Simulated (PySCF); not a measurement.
**[Er(PH3)]3+: other functionals and bases at one geometry**

An exercise on one series of results from a longer session: the logs are not shown, and one member is left open.

Method: several levels, as the steps say, no spin–orbit coupling; program: PySCF 2.14.0.

1 further run of the same task is left out (for a known fault of the program).

## The starting structure

5 atoms, charge 3, spin multiplicity 1.

Bond lengths: Er1–P2 2.872 Å, P2–H3 1.428 Å, P2–H4 1.428 Å, P2–H5 1.428 Å. Angles: Er1–P2–H3 111.0°, Er1–P2–H4 111.0°, Er1–P2–H5 111.0°, H3–P2–H4 107.9°, H3–P2–H5 107.9°, H4–P2–H5 107.9°.

As a file:

```
Er    0.00000    0.00000   -0.36730
P     0.00000    0.00000    2.50510
H     1.33324   -0.00001    3.01727
H    -0.66662    1.15462    3.01727
H    -0.66663   -1.15462    3.01727
```

Formal oxidation states: Er +3. Each metal's 11 4f electrons lie in its core potential, so multiplicities, spins and levels count the valence alone. An earlier session relaxed this geometry at PBE0, Er lcecp-1-SVP with ECP57, P def2-SVP, H def2-SVP (singlet, point group C3v).

At PBE0 on the finer grid: E = -379.790660 Eh, HOMO -24.53 eV, LUMO -19.68 eV, Mulliken charge on Er1 +2.27 e, largest force component 0.018 eV/Å. 

Levels to run: M06-L; B3LYP; PBE0, TZVP. Hardware: 2 threads of Arm Neoverse V1, shared host.

The first run:

The input, run.py (the lines that set the calculation):

```python
mol = gto.M(atom='''
Er     0.00000     0.00000    -0.36730
P      0.00000     0.00000     2.50510
H      1.33324    -0.00001     3.01727
H     -0.66662     1.15462     3.01727
H     -0.66663    -1.15462     3.01727''',
    basis={'Er': 'lcecp-1-SVP', 'P': 'def2-SVP', 'H': 'def2-SVP'},
    ecp={'Er': 'lcecp-1-SVP'},
    charge=3, spin=0)
mf = dft.RKS(mol, xc='M06L')
mf.grids.atom_grid = (75, 302)  # f atoms: unpruned, at least (60, 302)
mf = mf.density_fit()  # fitting sets: Er AutoAux, P def2-universal-JKFIT, H def2-universal-JKFIT
mf.conv_tol = 1e-08; mf.max_cycle = 55
mf.kernel(dm0)  # dm0: the density of the relaxed state
```

Started as:

```console
$ OMP_NUM_THREADS=2 python run.py
```

Among the steps run: M06-L; B3LYP; PBE0, TZVP.

One table of the session follows, with a row left open; its other results are not shown here.

```
              level  HOMO (eV)  gap (eV)  charge on Er1 (e)  dipole (D)  largest force component (eV/Å)
PBE0 (relaxed here)     -24.53      4.85               2.27        3.38                            0.02
              M06-L          ?         ?                  ?           ?                               ?
              B3LYP     -24.34      4.24               2.23        3.51                            0.17
         PBE0, TZVP     -24.42      4.79               2.32        3.52                            0.17
```

**Question.** Estimate the row for M06-L.

As computed: HOMO (eV): -23.63; gap (eV): 3.47; charge on Er1 (e): 2.34; dipole (D): 3.07; largest force component (eV/Å): 0.10. In the column «HOMO (eV)» it is the highest.

The dipole of a charged species depends on the origin, so these sizes hold for this origin alone.

In one basis the HOMO–LUMO gap runs from 3.47 eV (M06-L) to 4.85 eV (PBE0). The largest leftover force, 0.17 eV/Å with PBE0, TZVP, stands at a geometry relaxed at another level. With 4f in the core, its levels are missing from HOMO and gap, and its count is fixed, so no charge can pass from the ligands into it. Total energies of different levels can't be compared.
